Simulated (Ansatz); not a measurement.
# TbC: the cost of one run

Program: Ansatz 0.2.0. Level of theory: DFT PBE+U (U_eff = 6 eV on Tb 4f), scalar-relativistic, plane waves, PAW. These are calculated values, not measurements.

4 further runs of the same task are left out: 4 that didn't finish. Runs told in other sessions of the task aren't counted.

## (1) The structure to begin with

Symmetry: Pm-3m, No. 221, cubic system. Conventional cell: a = 2.810 Å, b = 2.810 Å, c = 2.810 Å, α = 90.00°, β = 90.00°, γ = 90.00°. Around Tb (site symmetry m-3m) lie 8 C at 2.43 Å. Around C (site symmetry m-3m) lie 8 Tb at 2.43 Å.

As a file:

```cif
data_structure
_symmetry_space_group_name_H-M 'Pm-3m'
_symmetry_Int_Tables_number 221
_cell_length_a 2.8096
_cell_length_b 2.8096
_cell_length_c 2.8096
_cell_angle_alpha 90.000
_cell_angle_beta 90.000
_cell_angle_gamma 90.000
_cell_volume 22.18
loop_
_atom_site_label
_atom_site_type_symbol
_atom_site_symmetry_multiplicity
_atom_site_Wyckoff_symbol
_atom_site_fract_x
_atom_site_fract_y
_atom_site_fract_z
_atom_site_occupancy
Tb1 Tb 1 a 0.00000 0.00000 0.00000 1
C1 C 1 b 0.50000 0.50000 0.50000 1
```

Starting moments: Tb 7.00 μB.

## (2) Seeding the open shells on a coarse mesh

The input, input.yaml:

```yaml
crystal:
  lattice:
    - [2.809571162, 0.0, 0.0]
    - [0.0, 2.809571162, 0.0]
    - [0.0, 0.0, 2.809571162]
  atoms:
    - { symbol: Tb, position: [0.0, 0.0, 0.0], spin: 7.0 }
    - { symbol: C, position: [0.5, 0.5, 0.5] }
basis:
  ecutwfc: 420
  ecutrho_ratio: 4
kpoints:
  mp_grid: { grid: [5, 5, 5] }
hamiltonian:
  xc: pbe
  hubbard: { sites: [{ species: Tb, l: f, u_eff: 6.0 }] }
scf:
  occupations: { method: gaussian, width: 0.05 }
output:
  forces: true
  stress: true
  eigenvalues: true
  populations: true
  hubbard: { sites: [{ species: Tb, l: f }] }
magnetization:
  spin_polarized: true
```

Launch:

```bash
$ ansatz run input.yaml --threads 2 --pin off --max-ram 2662MiB --backend cpu --events-out ev --progress --plain --runs-dir out
```

What time and memory should one allow on 2 threads of Arm Neoverse V2, shared host?

About 6.7 s, with a peak of 0.33 GiB.
